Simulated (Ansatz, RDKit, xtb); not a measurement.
# C4H9BrOSi: which of the isomers drawn lies lowest?

Which of a sample of isomers of C4H9BrOSi is the most stable in the gas at 298.15 K, and what are its properties? The sample is small against all isomers, and the most stable one of this formula need not be in it.

Plan: many cheap relaxations first (GFN2-xTB), then density-functional screening, relaxation at PBE0-D3(BJ)/def2-SVP, vibrations (at GFN2-xTB) and a final energy. The numbers are computed, not measured.

**1. Drawing up candidates**

Isomers were taken from a list of plausible structures; this is a sample, not all of them. That gives 14 candidates.

| label | SMILES | spin |
| --- | --- | --- |
| c199 | O[SiH2][C@H](Br)C1CC1 | singlet |
| c228 | CC/C(Br)=C/O[SiH3] | singlet |
| c346 | C=C(C[SiH2]Br)OC | singlet |
| c491 | CO[C@@H]1C[C@H](Br)[SiH2]1 | singlet |
| c520 | C[C@]1(Br)CO[SiH2]C1 | singlet |
| c543 | CC(C)=C(Br)O[SiH3] | singlet |
| c595 | CC(C)[Si@H](Br)C=O | singlet |
| c722 | C/C=C(/Br)[SiH2]OC | singlet |
| c759 | C=CC[C@H](Br)[SiH2]O | singlet |
| c786 | Br[SiH2]COC1CC1 | singlet |
| c788 | Br[C@@H]1CCCO[SiH2]1 | singlet |
| c817 | C[Si@H](O)C/C=C\Br | singlet |
| c890 | C=C(Br)O[SiH](C)C | singlet |
| c893 | C=C(CBr)C[SiH2]O | singlet |

Candidates are built by distance geometry, with a force field where one applies, in up to four conformers (letters a to d).

**2. Cheap relaxation of all starts**

All 39 starts are relaxed the same way. One of them, c228a (taken from a list of plausible isomers, embedded by distance geometry and MMFF94), in full:

The input, start.xyz:

```xyz
16
c228a
C      0.782720     0.912905    -1.739679
C     -0.747477     0.831737    -1.389666
C     -0.946149    -0.175423    -0.284982
C     -1.178543     0.147977     1.018938
Br    -1.029533    -1.967899    -0.844097
O     -1.460475    -0.780262     2.032027
Si    -1.658563    -0.250869     3.533073
H      1.078371    -0.044394    -2.218757
H      0.878679     1.702112    -2.536370
H      1.375047     1.146136    -0.870538
H     -1.341887     0.565775    -2.260719
H     -1.026022     1.839370    -1.033704
H     -1.147622     1.184987     1.347394
H     -0.459137     0.450505     4.060098
H     -1.927916    -1.460517     4.457611
H     -2.823854     0.655868     3.647446
```

Command:

```sh
$ xtb start.xyz --gfn 2 --opt
```

What it wrote, shortened:

```text
* xtb version 6.7.1
[...]
          :  # basis functions                  49          :
[...]
          :  # electrons                        42          :
[...]
          :  Hamiltonian                  GFN2-xTB          :
[...]
          :  net charge                          0          :
          :  unpaired electrons                  0          :
[...]
   *** convergence criteria satisfied after 15 iterations ***
[...]
   *** GEOMETRY OPTIMIZATION CONVERGED AFTER 14 ITERATIONS ***
[...]
   *** convergence criteria satisfied after 3 iterations ***
[...]
         ::                     SUMMARY                     ::
         :::::::::::::::::::::::::::::::::::::::::::::::::::::
         :: total energy             -23.070764365195 Eh    ::
         :: gradient norm              0.000776768478 Eh/a0 ::
         :: HOMO-LUMO gap              4.206108107167 eV    ::
         ::.................................................::
         :: SCC energy               -23.313952546976 Eh    ::
         :: -> isotropic ES            0.033495348764 Eh    ::
         :: -> anisotropic ES          0.003019126763 Eh    ::
         :: -> anisotropic XC          0.001572156379 Eh    ::
         :: -> dispersion             -0.012009199147 Eh    ::
         :: repulsion energy           0.243188181781 Eh    ::
         :: add. restraining           0.000000000000 Eh    ::
         :: total charge               0.000000000000 e     ::
         :::::::::::::::::::::::::::::::::::::::::::::::::::::
[...]
        21        2.0000           -0.3831575             -10.4262 (HOMO)
        22                         -0.2285859              -6.2201 (LUMO)
[...]
     #   Z          covCN         q      C6AA      α(0)
     1   6          3.753    -0.102    22.511     6.766
     2   6          3.860    -0.052    21.463     6.589
     3   6          2.881     0.040    27.107     8.535
     4   6          2.941     0.093    25.939     8.353
     5  35          1.093    -0.158   189.417    22.191
     6   8          1.627    -0.328    19.518     5.963
     7  14          3.587     0.509    98.063    19.031
     8   1          0.925     0.057     2.238     2.339
     9   1          0.925     0.044     2.400     2.422
    10   1          0.925     0.038     2.479     2.462
    11   1          0.924     0.059     2.214     2.327
    12   1          0.924     0.038     2.476     2.461
    13   1          0.925     0.017     2.778     2.606
    14   1          0.918    -0.088     5.170     3.556
[...]
     #   Z sym  total        # sym  WBO       # sym  WBO       # sym  WBO
 ---------------------------------------------------------------------------
     1   6      3.992 --     2      1.002    10      0.989     9      0.985
                             8      0.984
     2   6      3.994 --     3      1.019     1      1.002    12      0.969
                            11      0.966
     3   6      3.931 --     4      1.781     2      1.019     5      0.976
     4   6      3.937 --     3      1.781     6      1.090    13      0.956
     5  35      1.120 --     3      0.976
     6   8      2.369 --     4      1.090     7      1.065
     7  14      3.799 --     6      1.065    15      0.896    16      0.895
                            14      0.895
     8   1      0.997 --     1      0.984
     9   1      0.997 --     1      0.985
    10   1      0.999 --     1      0.989
[...]
molecular dipole:
                 x           y           z       tot (Debye)
 q only:        0.032       0.925       0.326
   full:       -0.041       1.612       0.484       4.281
molecular quadrupole (traceless):
[...]
          | TOTAL ENERGY              -23.070764365195 Eh   |
          | GRADIENT NORM               0.000776768478 Eh/α |
          | HOMO-LUMO GAP               4.206108107167 eV   |
           -------------------------------------------------
[...]
```

It took 0.12 s on 4 threads of Arm Neoverse V1, shared host.

**3. What the search left**

39 of the 39 relaxations converged; 1 ended on a minimum already found. 38 distinct structures remain, the lowest 22 here:

| label | start | SMILES after | spin | energy (kcal/mol) |
| --- | --- | --- | --- | --- |
| c520b | drawn | C[C@]1(Br)CO[SiH2]C1 | singlet | 0.0 |
| c520a | drawn | C[C@]1(Br)CO[SiH2]C1 | singlet | 0.4 |
| c788a | drawn | Br[C@@H]1CCCO[SiH2]1 | singlet | 0.8 |
| c788b | drawn | Br[C@@H]1CCCO[SiH2]1 | singlet | 5.0 |
| c543a | drawn | CC(C)=C(Br)O[SiH3] | singlet | 5.3 |
| c228a | drawn | CC/C(Br)=C/O[SiH3] | singlet | 13.6 |
| c228b | drawn | CC/C(Br)=C/O[SiH3] | singlet | 14.4 |
| c199b | drawn | O[SiH2][C@H](Br)C1CC1 | singlet | 20.4 |
| c199a | drawn | O[SiH2][C@H](Br)C1CC1 | singlet | 20.4 |
| c346c | drawn | C=C(C[SiH2]Br)OC | singlet | 20.7 |
| c199d | drawn | O[SiH2][C@H](Br)C1CC1 | singlet | 21.2 |
| c346a | drawn | C=C(C[SiH2]Br)OC | singlet | 21.7 |
| c199c | drawn | O[SiH2][C@H](Br)C1CC1 | singlet | 21.9 |
| c893a | drawn | C=C(CBr)C[SiH2]O | singlet | 22.1 |
| c893d | drawn | C=C(CBr)C[SiH2]O | singlet | 22.2 |
| c893b | drawn | C=C(CBr)C[SiH2]O | singlet | 22.2 |
| c893c | drawn | C=C(CBr)C[SiH2]O | singlet | 23.0 |
| c346b | drawn | C=C(C[SiH2]Br)OC | singlet | 23.7 |
| c890a | drawn | C=C(Br)O[SiH](C)C | singlet | 24.3 |
| c722b | drawn | C/C=C(/Br)[SiH2]OC | singlet | 25.3 |
| c759b | drawn | C=CC[C@H](Br)[SiH2]O | singlet | 26.8 |
| c346d | drawn | C=C(C[SiH2]Br)OC | singlet | 26.9 |

**4. Screening with a density functional**

A choice of the minima (the low ones first, few conformers of a pattern, up to a cap) and the lowest that fell apart get a single point at r2SCAN-D4/def2-SVP on the tight-binding geometry, and one at HF/STO-3G for comparison. The lowest singlets are also tried as triplets at the same geometry (label ending in t). Within 30 kcal/mol but not screened, among others: c199d, c199c, c893b, c893c, c346b, c346d, c759a, c759c, c722a, c786a and 9 more. The first, c520b:

The input, input.yaml:

```yaml
crystal:
  periodic: [false, false, false]
  atoms:
    - {symbol: C, position_ang: [-0.592626, -1.087963, 1.174360]}
    - {symbol: C, position_ang: [0.871760, -1.455189, 1.020685]}
    - {symbol: C, position_ang: [1.574190, -0.526409, 0.025011]}
    - {symbol: C, position_ang: [1.053341, -2.870739, 0.503305]}
    - {symbol: Br, position_ang: [1.745196, -1.212869, 2.789728]}
    - {symbol: O, position_ang: [1.294154, -0.975917, -1.274269]}
    - {symbol: Si, position_ang: [0.992775, -2.581836, -1.385673]}
    - {symbol: H, position_ang: [-1.091696, -1.772689, 1.858075]}
    - {symbol: H, position_ang: [-0.700184, -0.075283, 1.562407]}
    - {symbol: H, position_ang: [-1.083042, -1.143517, 0.203152]}
    - {symbol: H, position_ang: [2.658652, -0.540378, 0.182652]}
    - {symbol: H, position_ang: [1.222292, 0.505029, 0.116678]}
    - {symbol: H, position_ang: [2.077539, -3.263226, -2.079714]}
    - {symbol: H, position_ang: [-0.327569, -2.755458, -1.976576]}
    - {symbol: H, position_ang: [0.305850, -3.542977, 0.917782]}
    - {symbol: H, position_ang: [2.031759, -3.259829, 0.788212]}
basis:
  gaussian:
    orbitals: def2-SVP
hamiltonian:
  xc: r2scan
  dispersion: d4
scf:
  lower_state_search: "off"
```

Command:

```sh
$ ansatz run input.yaml --threads 4 --pin off --max-ram 7830MiB --events-out events.jsonl --progress --plain --runs-dir runs
```

What it wrote, shortened:

```text
Warning: RAYON_NUM_THREADS=4 ignored (pool sized by the plan → 4); use --threads N
Functional definition: r2SCAN
  name "r2SCAN"
[...]
1838 factors; their error is unknown
[...]
mean field -84246.56019873 eV, -3096.0039829338 hartree, gradient 4.3e-6 eV, S^2 0.000000; 0 other end points of the search recorded, 0 dependent functions left out
reference -84246.56020976 eV, -3096.0039833393 hartree; 45, 45 occupied and 120, 120 virtual orbitals, 1838 factors
Total energy: -84246.68392049 eV, -3096.0085296247 hartree
Checks for a lower state left out: stability, starts, cluster_reference, orbital_swaps, neighbouring_geometries, increment
```

Wall time 3 s (4 threads of Arm Neoverse V1, shared host); peak memory 0.26 GiB.

Relative energies in kcal/mol, each column from its lowest structure that stays in one piece:

| label | SMILES | spin | GFN2-xTB | HF/STO-3G | r2SCAN-D4/def2-SVP |
| --- | --- | --- | --- | --- | --- |
| c520a | C[C@]1(Br)CO[SiH2]C1 | singlet | 0.4 | 2.3 | 0.0 |
| c520b | C[C@]1(Br)CO[SiH2]C1 | singlet | 0.0 | 1.7 | 0.2 |
| c788a | Br[C@@H]1CCCO[SiH2]1 | singlet | 0.8 | 0.0 | 0.4 |
| c890a | C=C(Br)O[SiH](C)C | singlet | 24.3 | 21.2 | 2.6 |
| c788b | Br[C@@H]1CCCO[SiH2]1 | singlet | 5.0 | 4.3 | 4.6 |
| c893d | C=C(CBr)C[SiH2]O | singlet | 22.2 | 46.8 | 9.8 |
| c893a | C=C(CBr)C[SiH2]O | singlet | 22.1 | 49.1 | 10.7 |
| c346a | C=C(C[SiH2]Br)OC | singlet | 21.7 | 22.8 | 12.5 |
| c346c | C=C(C[SiH2]Br)OC | singlet | 20.7 | 22.4 | 12.7 |
| c759b | C=CC[C@H](Br)[SiH2]O | singlet | 26.8 | 52.9 | 13.7 |
| c199b | O[SiH2][C@H](Br)C1CC1 | singlet | 20.4 | 45.9 | 14.8 |
| c199a | O[SiH2][C@H](Br)C1CC1 | singlet | 20.4 | 46.0 | 15.0 |
| c543a | CC(C)=C(Br)O[SiH3] | singlet | 5.3 | 39.5 | 20.7 |
| c722b | C/C=C(/Br)[SiH2]OC | singlet | 25.3 | 42.4 | 21.3 |
| c228a | CC/C(Br)=C/O[SiH3] | singlet | 13.6 | 44.1 | 25.2 |
| c228b | CC/C(Br)=C/O[SiH3] | singlet | 14.4 | 45.3 | 25.7 |
| c788at | Br[C@@H]1CCCO[SiH2]1 | triplet | – | – | 116.8 |
| c520at | C[C@]1(Br)CO[SiH2]C1 | triplet | – | – | 124.0 |

Measured from c520a, GFN2-xTB misplaces c890a by 21 kcal/mol against r2SCAN-D4/def2-SVP, so minima dropped on its energies alone could hide the lowest isomer.

**5. Relaxing the best candidates**

6 candidates are relaxed at PBE0-D3(BJ)/def2-SVP (chosen among the lowest in one piece, one conformer a pattern). The first, c520a:

The input, input.yaml:

```yaml
crystal:
  periodic: [false, false, false]
  atoms:
    - symbol: C
      position_ang: [-1.208441, 0.651929, -1.443308]
    - symbol: C
      position_ang: [-0.530418, 0.481429, -0.098017]
    - symbol: C
      position_ang: [-0.310869, -0.985700, 0.276922]
    - symbol: C
      position_ang: [-1.249910, 1.133603, 1.071519]
    - symbol: Br
      position_ang: [1.270174, 1.316191, -0.217111]
    - symbol: O
      position_ang: [-0.058806, -1.100765, 1.647682]
    - symbol: Si
      position_ang: [-0.471564, 0.203761, 2.546719]
    - symbol: H
      position_ang: [-1.299285, 1.707685, -1.691707]
    - symbol: H
      position_ang: [-2.206469, 0.215671, -1.412288]
    - symbol: H
      position_ang: [-0.638395, 0.159864, -2.230193]
    - symbol: H
      position_ang: [-1.218508, -1.555920, 0.035717]
    - symbol: H
      position_ang: [0.526391, -1.428957, -0.270384]
    - symbol: H
      position_ang: [0.719707, 0.849874, 3.077848]
    - symbol: H
      position_ang: [-1.462336, -0.204291, 3.531758]
    - symbol: H
      position_ang: [-1.131633, 2.214302, 1.061605]
    - symbol: H
      position_ang: [-2.318423, 0.921353, 0.991919]
basis:
  gaussian: {orbitals: def2-SVP}
magnetization: {spin_polarized: false}
hamiltonian: {xc: pbe0, dispersion: d3bj}
scf: {lower_state_search: "off"}
relax: {f_tol: 0.006}
```

Command:

```sh
$ ansatz run input.yaml --threads 4 --pin off --max-ram 7830MiB --events-out events.jsonl --progress --plain --runs-dir runs
```

What it wrote, shortened:

```text
Warning: RAYON_NUM_THREADS=4 ignored (pool sized by the plan → 4); use --threads N
[...]
Functional definition: PBE0
  name "PBE0"
[...]
1800 factors; integrals over basis functions are off by at most 3.5e-4 eV
[...]
mean field -84232.43832439 eV, -3095.4850136238 hartree, gradient 3.4e-6 eV, S^2 0.000000; 0 other end points of the search recorded, 0 dependent functions left out
[...]
reference -84232.43835543 eV, -3095.4850147647 hartree; 45, 45 occupied and 120, 120 virtual orbitals, 1800 factors
relax step   1: F+E_penalty+E_count = -84232.88008277 eV  Δ(F+E_penalty+E_count) = +0.000e0 eV  max|allowed force component| = 1.198e0 eV/Å  Δτ_max = 0.0000 Å  (16 SCF iters, accepted)
[...]
relax step   6: F+E_penalty+E_count = -84233.00201168 eV  Δ(F+E_penalty+E_count) = -2.360e-4 eV  max|allowed force component| = 2.873e-2 eV/Å  Δτ_max = 0.0147 Å  (20 SCF iters, accepted)
[...]
Atom 7 at    -1.282434     1.717155    -1.712703 Å, force    -0.000286     0.000764    -0.001274 eV/Å
Atom 8 at    -2.206130     0.219086    -1.419058 Å, force    -0.001354    -0.000763    -0.000663 eV/Å
Atom 9 at    -0.626803     0.150241    -2.253143 Å, force    -0.000267    -0.000790    -0.000396 eV/Å
Atom 10 at    -1.266577    -1.527567     0.063076 Å, force     0.000457     0.000432     0.001746 eV/Å
Atom 11 at     0.466486    -1.459070    -0.358253 Å, force     0.002123    -0.000003    -0.000370 eV/Å
Atom 12 at     0.685445     0.889368     3.199694 Å, force    -0.000331    -0.000112    -0.000106 eV/Å
Atom 13 at    -1.458938    -0.183300     3.572632 Å, force    -0.000843    -0.000921    -0.000020 eV/Å
Atom 14 at    -1.161939     2.225986     1.058087 Å, force     0.000388     0.000183     0.000171 eV/Å
Atom 15 at    -2.314851     0.868044     1.017200 Å, force    -0.001134     0.000950     0.000576 eV/Å
Dipole moment:    -0.514282     0.087362    -0.188774 e Å
Checks for a lower state left out: stability, starts, cluster_reference, orbital_swaps, neighbouring_geometries, increment
```

Run time: 26 s. Hardware: 4 threads of Arm Neoverse V1, shared host; peak memory 0.51 GiB.

Energy change by step (eV): 0.0000, -0.1016, -0.1189, -0.1212, -0.1217, -0.1219, -0.1220.

After the run. Bond lengths: C1–C2 1.513 Å, C2–C3 1.535 Å, C2–C4 1.532 Å, C2–Br5 1.993 Å, C3–O6 1.402 Å, C4–Si7 1.893 Å, O6–Si7 1.686 Å, C1–H8 1.098 Å, C1–H9 1.102 Å, C1–H10 1.100 Å, C3–H11 1.110 Å, C3–H12 1.101 Å, Si7–H13 1.488 Å, Si7–H14 1.493 Å, C4–H15 1.098 Å, C4–H16 1.105 Å. Some angles: C1–C2–C3 113.1°, C1–C2–C4 115.3°, C1–C2–Br5 107.8°, C3–C2–C4 106.5°, C3–C2–Br5 107.0°, C4–C2–Br5 106.7°, C2–C3–O6 110.5°, C2–C4–Si7 101.4°, C3–O6–Si7 112.8°, C4–Si7–O6 94.7°.

**6. Ranking at PBE0-D3(BJ)/def2-SVP**

| label | spin | r2SCAN-D4/def2-SVP (kcal/mol) | PBE0-D3(BJ)/def2-SVP, relaxed (kcal/mol) | time |
| --- | --- | --- | --- | --- |
| c788a | singlet | 0.4 | 0.0 | 37 s |
| c520a | singlet | 0.0 | 0.3 | 26 s |
| c890a | singlet | 2.6 | 6.1 | 80 s |
| c893d | singlet | 9.8 | 11.9 | 36 s |
| c346a | singlet | 12.5 | 13.7 | 56 s |
| c759b | singlet | 13.7 | 15.1 | 47 s |

c788a: Bond lengths: C1–C2 1.526 Å, C2–C3 1.532 Å, C3–C4 1.523 Å, C1–Br5 1.954 Å, C4–O6 1.411 Å, C1–Si7 1.888 Å, O6–Si7 1.672 Å, C1–H8 1.101 Å, C2–H9 1.102 Å, C2–H10 1.105 Å, C3–H11 1.104 Å, C3–H12 1.102 Å, C4–H13 1.102 Å, C4–H14 1.109 Å, Si7–H15 1.485 Å, Si7–H16 1.494 Å. Some angles: C1–C2–C3 111.1°, C2–C1–Br5 112.0°, C2–C1–Si7 109.7°, Br5–C1–Si7 109.8°, C2–C3–C4 113.7°, C3–C4–O6 112.9°, C4–O6–Si7 119.2°, C1–Si7–O6 103.2°, C1–C2–H9 110.0°, C1–C2–H10 109.3°.

c520a: Bond lengths: C1–C2 1.513 Å, C2–C3 1.535 Å, C2–C4 1.532 Å, C2–Br5 1.993 Å, C3–O6 1.402 Å, C4–Si7 1.893 Å, O6–Si7 1.686 Å, C1–H8 1.098 Å, C1–H9 1.102 Å, C1–H10 1.100 Å, C3–H11 1.110 Å, C3–H12 1.101 Å, Si7–H13 1.488 Å, Si7–H14 1.493 Å, C4–H15 1.098 Å, C4–H16 1.105 Å. Some angles: C1–C2–C3 113.1°, C1–C2–C4 115.3°, C1–C2–Br5 107.8°, C3–C2–C4 106.5°, C3–C2–Br5 107.0°, C4–C2–Br5 106.7°, C2–C3–O6 110.5°, C2–C4–Si7 101.4°, C3–O6–Si7 112.8°, C4–Si7–O6 94.7°.

c890a: Bond lengths: C1–C2 1.334 Å, C2–Br5 1.923 Å, C2–O6 1.321 Å, C3–Si7 1.865 Å, C4–Si7 1.862 Å, O6–Si7 1.708 Å, C1–H8 1.088 Å, C1–H9 1.092 Å, Si7–H10 1.491 Å, C3–H11 1.100 Å, C3–H12 1.101 Å, C3–H13 1.102 Å, C4–H14 1.101 Å, C4–H15 1.100 Å, C4–H16 1.101 Å. Some angles: C1–C2–Br5 119.5°, C1–C2–O6 125.1°, Br5–C2–O6 115.4°, C2–O6–Si7 131.9°, C3–Si7–C4 113.0°, C3–Si7–O6 109.5°, C4–Si7–O6 103.4°, C2–C1–H8 121.3°, C2–C1–H9 118.6°, C3–Si7–H10 111.4°.

c893d: Bond lengths: C1–C2 1.340 Å, C2–C3 1.494 Å, C2–C4 1.500 Å, C3–Br5 1.964 Å, C4–Si7 1.878 Å, O6–Si7 1.673 Å, C1–H8 1.093 Å, C1–H9 1.093 Å, C3–H10 1.096 Å, C3–H11 1.098 Å, C4–H12 1.103 Å, C4–H13 1.102 Å, Si7–H14 1.498 Å, Si7–H15 1.497 Å, O6–H16 0.961 Å. Some angles: C1–C2–C3 120.3°, C1–C2–C4 123.2°, C3–C2–C4 116.4°, C2–C3–Br5 111.7°, C2–C4–Si7 113.0°, C4–Si7–O6 106.4°, C2–C1–H8 121.3°, C2–C1–H9 121.4°, C2–C3–H10 112.1°, C2–C3–H11 111.4°.

**7. Vibrations and thermal terms**

The lowest few in one piece go on as finalists (c346a, c759b drop out). In this search the thermal terms come from GFN2-xTB at its own nearest minimum. The first, c788a:

The input, start.xyz:

```xyz
16
c788a
C     -1.842488    -0.123294     1.206443
C     -0.355845    -0.383950     1.428340
C      0.384186    -0.527949     0.094331
C      0.373894     0.739038    -0.751160
Br    -2.797649     0.142701     2.889779
O     -0.928247     1.152503    -1.105282
Si    -2.063773     1.389961     0.098817
H     -2.317628    -1.001986     0.743718
H     -0.218942    -1.289130     2.042296
H      0.079806     0.451647     2.004799
H     -0.060136    -1.351111    -0.491805
H      1.431726    -0.810255     0.289111
H      0.931642     0.570699    -1.686139
H      0.897896     1.550017    -0.205517
H     -3.403759     1.467986    -0.536966
H     -1.762672     2.618767     0.894106
```

Command:

```sh
$ xtb start.xyz --gfn 2 --ohess tight
```

What it wrote, shortened:

```text
* xtb version 6.7.1
[...]
          :  # basis functions                  49          :
[...]
          :  # electrons                        42          :
[...]
          :  Hamiltonian                  GFN2-xTB          :
[...]
          :  net charge                          0          :
          :  unpaired electrons                  0          :
[...]
   *** convergence criteria satisfied after 15 iterations ***
[...]
   *** GEOMETRY OPTIMIZATION CONVERGED AFTER 10 ITERATIONS ***
[...]
   *** convergence criteria satisfied after 3 iterations ***
[...]
         ::                     SUMMARY                     ::
         :::::::::::::::::::::::::::::::::::::::::::::::::::::
         :: total energy             -23.091198625382 Eh    ::
         :: gradient norm              0.000208890909 Eh/a0 ::
         :: HOMO-LUMO gap              4.664299164668 eV    ::
         ::.................................................::
         :: SCC energy               -23.302842213192 Eh    ::
         :: -> isotropic ES            0.040267896185 Eh    ::
         :: -> anisotropic ES          0.002730145317 Eh    ::
         :: -> anisotropic XC         -0.000483460971 Eh    ::
         :: -> dispersion             -0.013208389810 Eh    ::
         :: repulsion energy           0.211643587810 Eh    ::
         :: add. restraining           0.000000000000 Eh    ::
         :: total charge              -0.000000000000 e     ::
         :::::::::::::::::::::::::::::::::::::::::::::::::::::
[...]
        21        2.0000           -0.3877517             -10.5513 (HOMO)
        22                         -0.2163417              -5.8870 (LUMO)
[...]
molecular dipole:
                 x           y           z       tot (Debye)
 q only:        0.597       0.125      -0.736
   full:        1.139      -0.187      -1.244       4.314
molecular quadrupole (traceless):
[...]
          | TOTAL ENERGY              -23.091198625424 Eh   |
          | TOTAL ENTHALPY            -22.959758636481 Eh   |
          | TOTAL FREE ENERGY         -23.002629236723 Eh   |
          | GRADIENT NORM               0.000208536889 Eh/α |
[...]
```

It took 0.29 s on 4 threads of Arm Neoverse V1, shared host.

**8. Thermal terms of the finalists**

As xtb prints them, at 298.15 K, with its own treatment of low modes:

| label | SMILES | spin | lowest mode (cm⁻¹) | zero-point (kcal/mol) | G − E (kcal/mol) |
| --- | --- | --- | --- | --- | --- |
| c788a | Br[C@@H]1CCCO[SiH2]1 | singlet | 85 | 76.8 | 55.6 |
| c520a | C[C@]1(Br)CO[SiH2]C1 | singlet | 89 | 75.9 | 54.8 |
| c890a | C=C(Br)O[SiH](C)C | singlet | 32 | 74.0 | 50.6 |
| c893d | C=C(CBr)C[SiH2]O | singlet | 33 | 73.6 | 50.9 |

(Part 1 of 2 ends here.)
